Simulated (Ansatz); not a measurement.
# C₂H₁₁AlO₂Si: small, medium and large basis sets

One table from this session's results is given with a row withheld; the runs are named, their logs left out.

Method: one geometry, several basis sets; program: Ansatz 0.2.0, Gaussian basis.

Plan: PBE0-D4/def2-SVP; ωB97M-V/def2-SVP; PBE0-D4/def2-QZVPP; ωB97M-V/def2-QZVPP; the functionals' def2-TZVPP values are taken from earlier runs.

### Structure used throughout

An earlier PBE0-D4 in a triple-zeta def2 set relaxation fixed the geometry.

17 atoms, charge 0, spin multiplicity 1.

Atoms are counted from 1 here; the program's logs count them from 0.

Bond lengths: C1–Al2 1.952 Å, C1–H7 1.095 Å, C1–H8 1.095 Å, C1–H9 1.094 Å, Al2–C3 1.956 Å, Al2–O4 1.815 Å, Al2–O5 1.893 Å, C3–H10 1.095 Å, C3–H11 1.095 Å, C3–H12 1.096 Å, O4–H13 0.957 Å, O5–Si6 1.762 Å, O5–H14 0.958 Å, Si6–H15 1.515 Å, Si6–H16 1.481 Å, Si6–H17 1.488 Å. Angles: Al2–C1–H7 112.0°, Al2–C1–H8 111.6°, Al2–C1–H9 112.0°, H7–C1–H8 106.4°, H7–C1–H9 107.4°, H8–C1–H9 107.2°, C1–Al2–C3 122.3°, C1–Al2–O4 114.7°, C1–Al2–O5 109.4°, C3–Al2–O4 113.6°, C3–Al2–O5 111.0°, O4–Al2–O5 76.4°, Al2–C3–H10 112.6°, Al2–C3–H11 111.7°, Al2–C3–H12 111.6°, H10–C3–H11 107.2°, H10–C3–H12 107.2°, H11–C3–H12 106.2° and more.

The first run:

Input file in.yaml:

```yaml
crystal:
  periodic: [false, false, false]
  atoms:
    - {symbol: C, position_ang: [-0.470544, -2.125687, 0.936959]}
    - {symbol: Al, position_ang: [0.304641, -0.575725, 0.038685]}
    - {symbol: C, position_ang: [1.750685, -0.740260, -1.268418]}
    - {symbol: O, position_ang: [0.422766, 0.915369, 1.067363]}
    - {symbol: O, position_ang: [-1.084441, 0.529695, -0.619771]}
    - {symbol: Si, position_ang: [-1.007733, 2.066216, 0.239025]}
    - {symbol: H, position_ang: [-0.902626, -2.837933, 0.225570]}
    - {symbol: H, position_ang: [0.282535, -2.678579, 1.508165]}
    - {symbol: H, position_ang: [-1.261980, -1.840998, 1.636794]}
    - {symbol: H, position_ang: [2.001455, 0.214436, -1.741477]}
    - {symbol: H, position_ang: [1.495003, -1.441785, -2.069795]}
    - {symbol: H, position_ang: [2.667945, -1.123882, -0.808331]}
    - {symbol: H, position_ang: [1.233375, 1.379081, 1.274266]}
    - {symbol: H, position_ang: [-1.780517, 0.440321, -1.271541]}
    - {symbol: H, position_ang: [-2.112706, 2.632604, -0.629460]}
    - {symbol: H, position_ang: [-1.631521, 2.144610, 1.579937]}
    - {symbol: H, position_ang: [0.074764, 3.042316, -0.057970]}
basis:
  gaussian: {orbitals: def2-SVP}
hamiltonian: {xc: pbe0, dispersion: d4}
output: {orbitals: {seedname: orbitals}}
```

Run with:

```
ansatz run in.yaml --threads 4 --pin off --events-out ev --progress --plain --max-ram 11315MiB
```

Among the steps run: PBE0-D4 in def2-SVP; ωB97M-V in def2-SVP; PBE0-D4 in def2-QZVPP; ωB97M-V in def2-QZVPP.

One table of the session follows, with a row left open; its other results are not shown here.

It belongs to the step «Functionals by basis». 

| functional | basis | HOMO (eV) | LUMO (eV) |
| --- | --- | --- | --- |
| PBE0-D4 | def2-SVP | -7.22 | 0.47 |
| PBE0-D4 | def2-TZVPP | -7.29 | -0.03 |
| PBE0-D4 | def2-QZVPP | -7.30 | -0.31 |
| ωB97M-V | def2-SVP | -9.46 | 2.08 |
| ωB97M-V | def2-TZVPP | -9.53 | 1.41 |
| ωB97M-V | def2-QZVPP | ? | ? |

**Question.** Estimate the row for ωB97M-V, def2-QZVPP.

As computed: HOMO (eV): -9.55; LUMO (eV): 0.84. In the column «HOMO (eV)» it is the lowest.
